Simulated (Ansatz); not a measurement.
# Y (bcc type): the cost of one run

Method: DFT LDA, with the methods named in each step, in Ansatz 0.2.0.

This is Y in the bcc structure; at room conditions it is hcp.

### Step 1. The system as given

The structure is cubic, space group Im-3m (No. 229). The conventional cell has a = 3.911 Å, b = 3.911 Å, c = 3.911 Å, α = 90.00°, β = 90.00°, γ = 90.00°. Around Y (site symmetry m-3m) lie 8 Y at 3.39 Å.

As a file:

```
Y
1.0
    -1.95542    1.95542    1.95542
     1.95542   -1.95542    1.95542
     1.95542    1.95542   -1.95542
Y
1
Direct
  0.00000 0.00000 0.00000
```

Whether this phase is the stable one at these pressures isn't tested.

### Step 2. The reference volume, LAPW

The input, input.yaml:

```yaml
crystal:
  lattice:
    - [-1.9554158721, 1.9554158721, 1.9554158721]
    - [1.9554158721, -1.9554158721, 1.9554158721]
    - [1.9554158721, 1.9554158721, -1.9554158721]
  atoms:
    - { symbol: "Y", position: [0.0, 0.0, 0.0] }
kpoints:
  mp_grid: { grid: [14, 14, 14] }
  band_path:
    path:
      - [0.0, 0.0, 0.0]
      - [0.5, -0.5, 0.5]
      - [0.0, 0.0, 0.5]
      - [0.0, 0.0, 0.0]
      - [0.25, 0.25, 0.25]
      - [0.5, -0.5, 0.5]
      - [0.25, 0.25, 0.25]
      - [0.0, 0.0, 0.5]
    npoints: 14
scf:
  occupations: { method: fermi_dirac, width: 0.05 }
hamiltonian:
  xc: lda
  pseudopotentials: { kind: all_electron, lapw: { basis_error: 0.001 } }
output:
  forces: true
  stress: true
  eigenvalues: true
  populations: true
  dos: { projected: true, de: 0.2, e_range: [-14, 8] }
```

Launch:

```bash
$ ansatz run input.yaml --threads 1 --pin off --max-ram 2048MiB --backend cpu --events-out ev --progress --plain --runs-dir out
```

What time and memory should one allow on 1 thread of Arm Neoverse V1, shared host?

About 8.7 s, with a peak of 0.26 GiB.
